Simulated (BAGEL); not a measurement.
**C2H9BN− ([B(NMe2)H3]-): levels of theory compared**

Wanted: a comparison of 6 runs (HF/STO-3G, HF/3-21G, HF/def2-SVP, B3LYP/6-31G*, PBE0/def2-SVP, B3LYP/cc-pVTZ) of C2H9BN− ([B(NMe2)H3]-). 

The results are computed with BAGEL 1.2.2.

2 further runs of the same task are left out: 1 that didn't finish, 1 set aside as unsound or not needed.

### Step 1. The structure to begin with

C2H9BN−: 13 atoms, total charge -1, spin state singlet. SMILES: `[H][B-]([H])([H])N(C)C`. Geometry: relaxed at GFN2-xTB.

Bond lengths: B1–N2 1.566 Å, N2–C3 1.430 Å, N2–C4 1.429 Å, C3–H5 1.107 Å, C3–H6 1.089 Å, C3–H7 1.115 Å, C4–H8 1.090 Å, C4–H9 1.116 Å, C4–H10 1.107 Å, B1–H11 1.221 Å, B1–H12 1.221 Å, B1–H13 1.239 Å. Some angles: B1–N2–C3 113.0°, B1–N2–C4 113.0°, C3–N2–C4 110.2°, N2–B1–H11 108.6°, N2–B1–H12 108.6°, N2–B1–H13 110.6°, N2–C3–H5 111.0°, N2–C3–H6 109.0°, N2–C3–H7 113.9°, N2–C4–H8 109.0°.

### Step 2. A single-point energy at HF/STO-3G (run 1)

File input.json:

```json
{ "bagel" : [

{
  "title" : "molecule",
  "basis" : "sto-3g",
  "df_basis" : "qzvpp-jkfit",
  "angstrom" : true,
  "geometry" : [
    { "atom" : "B", "xyz" : [      -0.034440,      -0.069770,      -1.473320 ] },
    { "atom" : "N", "xyz" : [       0.221670,       0.412970,      -0.005910 ] },
    { "atom" : "C", "xyz" : [       1.081410,      -0.462280,       0.728090 ] },
    { "atom" : "C", "xyz" : [      -0.984850,       0.647870,       0.723850 ] },
    { "atom" : "H", "xyz" : [       1.341050,      -0.028800,       1.713520 ] },
    { "atom" : "H", "xyz" : [       2.000820,      -0.611660,       0.163310 ] },
    { "atom" : "H", "xyz" : [       0.641260,      -1.467880,       0.925490 ] },
    { "atom" : "H", "xyz" : [      -1.612780,       1.335290,       0.157720 ] },
    { "atom" : "H", "xyz" : [      -1.584110,      -0.273640,       0.915560 ] },
    { "atom" : "H", "xyz" : [      -0.769430,       1.100790,       1.710530 ] },
    { "atom" : "H", "xyz" : [       1.041250,      -0.180960,      -2.040340 ] },
    { "atom" : "H", "xyz" : [      -0.724330,       0.761310,      -2.042290 ] },
    { "atom" : "H", "xyz" : [      -0.617540,      -1.163230,      -1.476220 ] }
  ]
},

{ "title" : "hf", "charge" : -1, "df" : false },

{ "title" : "print", "file" : "orbitals.molden", "orbitals" : true }

]}
```

On the command line:

```sh
BAGEL_NUM_THREADS=1 BAGEL input.json > input.out
```

Log:

```text
* using 1 threads per process

  ===============================================================
  ===============================================================

  *** Geometry ***

  { "atom" : "B", "xyz" : [     -0.065082,     -0.131846,     -2.784171 ] },
  { "atom" : "N", "xyz" : [      0.418896,      0.780400,     -0.011168 ] },
  { "atom" : "C", "xyz" : [      2.043569,     -0.873583,      1.375891 ] },
[... 9 lines of this table left out ...]
  { "atom" : "H", "xyz" : [     -1.166981,     -2.198186,     -2.789652 ] },

  Number of auxiliary basis functions:      464

  Since a DF basis is specified, we compute 2- and 3-index integrals:
    o Being stored without compression. Storage requirement is 0.003 GB

  Number of basis functions:       29
  Number of electrons      :       33

    * METHOD: MOLECULE                             0.93

  *** RHF ***

  === Nuclear Repulsion ===
   128.1991206113

      * DIIS with orbital gradients will be used.

  === RHF iteration (sto-3g) ===
      0       -157.72902030          0.02678798           0.51
      1       -158.01554082          0.00701966           0.29
      2       -158.04604719          0.00188728           0.25
[... 8 lines of this table left out ...]
     11       -158.04885929          0.00000000           0.33
    * SCF iteration converged.

    * Permanent dipole moment:
           (   -0.009145,    -0.026687,    -2.242764) a.u.

    * METHOD: HF                                   4.55

    * METHOD: PRINT                                0.01

  ===============================================================
```

Run time: 6.3 s. Hardware: 1 thread of Intel Xeon at 2.50GHz (Skylake/Cascade Lake), shared host; peak memory 0.081 GiB.

### Step 3. The energy at HF/3-21G (run 2)

File input.json:

```json
{ "bagel" : [

{
  "title" : "molecule",
  "basis" : "3-21g",
  "df_basis" : "qzvpp-jkfit",
  "angstrom" : "true",
  "geometry" : [
    { "atom" : "B", "xyz" : [   -0.034440,   -0.069770,   -1.473320 ] },
    { "atom" : "N", "xyz" : [    0.221670,    0.412970,   -0.005910 ] },
    { "atom" : "C", "xyz" : [    1.081410,   -0.462280,    0.728090 ] },
    { "atom" : "C", "xyz" : [   -0.984850,    0.647870,    0.723850 ] },
    { "atom" : "H", "xyz" : [    1.341050,   -0.028800,    1.713520 ] },
    { "atom" : "H", "xyz" : [    2.000820,   -0.611660,    0.163310 ] },
    { "atom" : "H", "xyz" : [    0.641260,   -1.467880,    0.925490 ] },
    { "atom" : "H", "xyz" : [   -1.612780,    1.335290,    0.157720 ] },
    { "atom" : "H", "xyz" : [   -1.584110,   -0.273640,    0.915560 ] },
    { "atom" : "H", "xyz" : [   -0.769430,    1.100790,    1.710530 ] },
    { "atom" : "H", "xyz" : [    1.041250,   -0.180960,   -2.040340 ] },
    { "atom" : "H", "xyz" : [   -0.724330,    0.761310,   -2.042290 ] },
    { "atom" : "H", "xyz" : [   -0.617540,   -1.163230,   -1.476220 ] }
  ]
},
{
  "title" : "hf",
  "charge" : -1,
  "df" : "false"
},
{
  "title" : "print",
  "file" : "orbitals.molden",
  "orbitals" : "true"
}

]}
```

On the command line:

```sh
BAGEL_NUM_THREADS=1 BAGEL input.json > input.out
```

Log:

```text
* using 1 threads per process

  ===============================================================
  ===============================================================

  *** Geometry ***

  { "atom" : "B", "xyz" : [     -0.065082,     -0.131846,     -2.784171 ] },
  { "atom" : "N", "xyz" : [      0.418896,      0.780400,     -0.011168 ] },
  { "atom" : "C", "xyz" : [      2.043569,     -0.873583,      1.375891 ] },
[... 9 lines of this table left out ...]
  { "atom" : "H", "xyz" : [     -1.166981,     -2.198186,     -2.789652 ] },

  Number of auxiliary basis functions:      464

  Since a DF basis is specified, we compute 2- and 3-index integrals:
    o Being stored without compression. Storage requirement is 0.011 GB

  Number of basis functions:       54
  Number of electrons      :       33

    * METHOD: MOLECULE                             1.14

  *** RHF ***

  === Nuclear Repulsion ===
   128.1991206113

      * DIIS with orbital gradients will be used.

  === RHF iteration (3-21g) ===
      0       -149.31524498          0.03899840           0.62
      1       -158.18457935          0.05685624           0.37
      2       -158.98186795          0.02362552           0.55
[... 10 lines of this table left out ...]
     13       -159.18192522          0.00000001           0.23
    * SCF iteration converged.

    * Permanent dipole moment:
           (   -0.033539,    -0.071865,    -2.250502) a.u.

    * METHOD: HF                                   7.79

    * METHOD: PRINT                                0.01

  ===============================================================
```

Run time: 10 s. Hardware: 1 thread of Intel Xeon at 2.50GHz (Skylake/Cascade Lake), shared host; peak memory 0.081 GiB.

### Step 4. A single-point energy at HF/def2-SVP (run 3)

File calc.json:

```json
{ "bagel" : [

{
  "title" : "molecule",
  "basis" : "svp",
  "df_basis" : "qzvpp-jkfit",
  "angstrom" : "true",
  "geometry" : [
    { "atom" : "B", "xyz" : [   -0.034440,   -0.069770,   -1.473320 ] },
    { "atom" : "N", "xyz" : [    0.221670,    0.412970,   -0.005910 ] },
    { "atom" : "C", "xyz" : [    1.081410,   -0.462280,    0.728090 ] },
    { "atom" : "C", "xyz" : [   -0.984850,    0.647870,    0.723850 ] },
    { "atom" : "H", "xyz" : [    1.341050,   -0.028800,    1.713520 ] },
    { "atom" : "H", "xyz" : [    2.000820,   -0.611660,    0.163310 ] },
    { "atom" : "H", "xyz" : [    0.641260,   -1.467880,    0.925490 ] },
    { "atom" : "H", "xyz" : [   -1.612780,    1.335290,    0.157720 ] },
    { "atom" : "H", "xyz" : [   -1.584110,   -0.273640,    0.915560 ] },
    { "atom" : "H", "xyz" : [   -0.769430,    1.100790,    1.710530 ] },
    { "atom" : "H", "xyz" : [    1.041250,   -0.180960,   -2.040340 ] },
    { "atom" : "H", "xyz" : [   -0.724330,    0.761310,   -2.042290 ] },
    { "atom" : "H", "xyz" : [   -0.617540,   -1.163230,   -1.476220 ] }
  ]
},
{
  "title" : "hf",
  "charge" : -1,
  "df" : "false"
},
{
  "title" : "print",
  "file" : "orbitals.molden",
  "orbitals" : "true"
}

]}
```

On the command line:

```sh
BAGEL_NUM_THREADS=1 BAGEL calc.json > calc.out
```

Log:

```text
* using 1 threads per process

  ===============================================================
  ===============================================================

  *** Geometry ***

  { "atom" : "B", "xyz" : [     -0.065082,     -0.131846,     -2.784171 ] },
  { "atom" : "N", "xyz" : [      0.418896,      0.780400,     -0.011168 ] },
  { "atom" : "C", "xyz" : [      2.043569,     -0.873583,      1.375891 ] },
[... 9 lines of this table left out ...]
  { "atom" : "H", "xyz" : [     -1.166981,     -2.198186,     -2.789652 ] },

  Number of auxiliary basis functions:      464

  Since a DF basis is specified, we compute 2- and 3-index integrals:
    o Being stored without compression. Storage requirement is 0.038 GB

  Number of basis functions:      101
  Number of electrons      :       33

    * METHOD: MOLECULE                             1.03

  *** RHF ***

  === Nuclear Repulsion ===
   128.1991206113

      * DIIS with orbital gradients will be used.

  === RHF iteration (svp) ===
      0       -141.40261627          0.04006086           2.64
      1       -157.41827961          0.05950199           2.50
      2       -159.46812263          0.02647717           2.47
[... 10 lines of this table left out ...]
     13       -159.96478407          0.00000001           2.39
    * SCF iteration converged.

    * Permanent dipole moment:
           (   -0.074775,    -0.148661,    -2.220978) a.u.

    * METHOD: HF                                  37.00

    * METHOD: PRINT                                0.03

  ===============================================================
```

It took 39 s on 1 thread of Intel Xeon at 2.50GHz (Skylake/Cascade Lake), shared host; peak memory 0.081 GiB.

Runs 4 to 5 aren't shown in full; the table further down has their settings and results.

### Step 5. Energy and gradient at B3LYP/cc-pVTZ (density fitting with qzvpp-jkfit) (run 6)

File input.json:

```json
{ "bagel" : [

{
  "title" : "molecule",
  "basis" : "cc-pvtz.json",
  "df_basis" : "qzvpp-jkfit",
  "angstrom" : false,
  "geometry" : [
    { "atom" : "B", "xyz" : [    -0.06508217,    -0.13184619,    -2.78417129 ] },
    { "atom" : "N", "xyz" : [     0.41889559,     0.78040020,    -0.01116828 ] },
    { "atom" : "C", "xyz" : [     2.04356873,    -0.87358259,     1.37589069 ] },
    { "atom" : "C", "xyz" : [    -1.86109677,     1.22429686,     1.36787826 ] },
    { "atom" : "H", "xyz" : [     2.53421722,    -0.05442411,     3.23808351 ] },
    { "atom" : "H", "xyz" : [     3.78100182,    -1.15586988,     0.30861117 ] },
    { "atom" : "H", "xyz" : [     1.21180577,    -2.77389118,     1.74892263 ] },
    { "atom" : "H", "xyz" : [    -3.04771250,     2.52333240,     0.29804760 ] },
    { "atom" : "H", "xyz" : [    -2.99353405,    -0.51710466,     1.73015765 ] },
    { "atom" : "H", "xyz" : [    -1.45401197,     2.08019162,     3.23243323 ] },
    { "atom" : "H", "xyz" : [     1.96767733,    -0.34196484,    -3.85568380 ] },
    { "atom" : "H", "xyz" : [    -1.36878532,     1.43866740,    -3.85936877 ] },
    { "atom" : "H", "xyz" : [    -1.16698147,    -2.19818612,    -2.78965150 ] }
  ]
},

{
  "title" : "force",
  "method" : [
    {
      "title" : "ks",
      "xc_func" : "b3lyp",
      "charge" : -1
    }
  ]
}

]}
```

The basis set cc-pVTZ is read from a file made from the Basis Set Exchange's data (not shown).

On the command line:

```sh
BAGEL_NUM_THREADS=1 BAGEL input.json > input.out
```

Log:

```text
* using 1 threads per process

  ===============================================================
  ===============================================================

  *** Geometry ***

  { "atom" : "B", "xyz" : [     -0.065082,     -0.131846,     -2.784171 ] },
  { "atom" : "N", "xyz" : [      0.418896,      0.780400,     -0.011168 ] },
  { "atom" : "C", "xyz" : [      2.043569,     -0.873583,      1.375891 ] },
[... 9 lines of this table left out ...]
  { "atom" : "H", "xyz" : [     -1.166981,     -2.198186,     -2.789652 ] },

[... 14 lines left out ...]
    * Removing 25789 points whose weight is below 1.00e-10
[... 13 lines left out ...]
    * SCF iteration converged.
[... 1 line left out ...]
    * Permanent dipole moment:
[... 58 lines left out ...]
    * METHOD: FORCE                              216.16

  ===============================================================
```

Run time: 3.7 min. Hardware: 1 thread of Intel Xeon at 2.50GHz (Skylake/Cascade Lake), shared host; peak memory 3.9 GiB.

### Step 6. Overview of the runs

```csv
run,level,integral approximation,task,energy (Eh),HOMO energy (eV),LUMO energy (eV),HOMO–LUMO gap (eV),wall time
1,HF/STO-3G,none,energy,-158.048859,-0.44,22.93,23.36,6.3 s
2,HF/3-21G,none,energy,-159.181925,-2.99,11.83,14.82,10 s
3,HF/def2-SVP,none,energy,-159.964784,-3.41,9.15,12.56,39 s
4,"B3LYP/6-31G* (density fitting with qzvpp-jkfit, spherical functions)",qzvpp-jkfit,energy,-161.238130,0.41,7.22,6.81,55 s
5,PBE0/def2-SVP (density fitting with qzvpp-jkfit),qzvpp-jkfit,energy,-160.915038,-0.10,6.27,6.37,55 s
6,B3LYP/cc-pVTZ (density fitting with qzvpp-jkfit),qzvpp-jkfit,gradient,-161.317683,–,–,–,3.7 min
```

### Step 7. Results

```
                       quantity          value
            run 6: total energy  -161.31768 Eh
run 6: largest force on an atom     0.375 eV/Å
```

What this shows: Over runs 1, 2, 3, 4, 5 the HOMO–LUMO gap runs from 6.37 eV (PBE0/def2-SVP) to 23.36 eV (HF/STO-3G). The two ends differ in method and basis. The empty levels of an anion lie above zero and hang on the basis. Totals of different functionals can't be ranked against each other. In run 4 the HOMO lies above zero, so the outermost electron may be held by the basis alone. In run 1 the basis is minimal, so the values are rough. All runs together took 6.4 min, the longest 3.7 min.
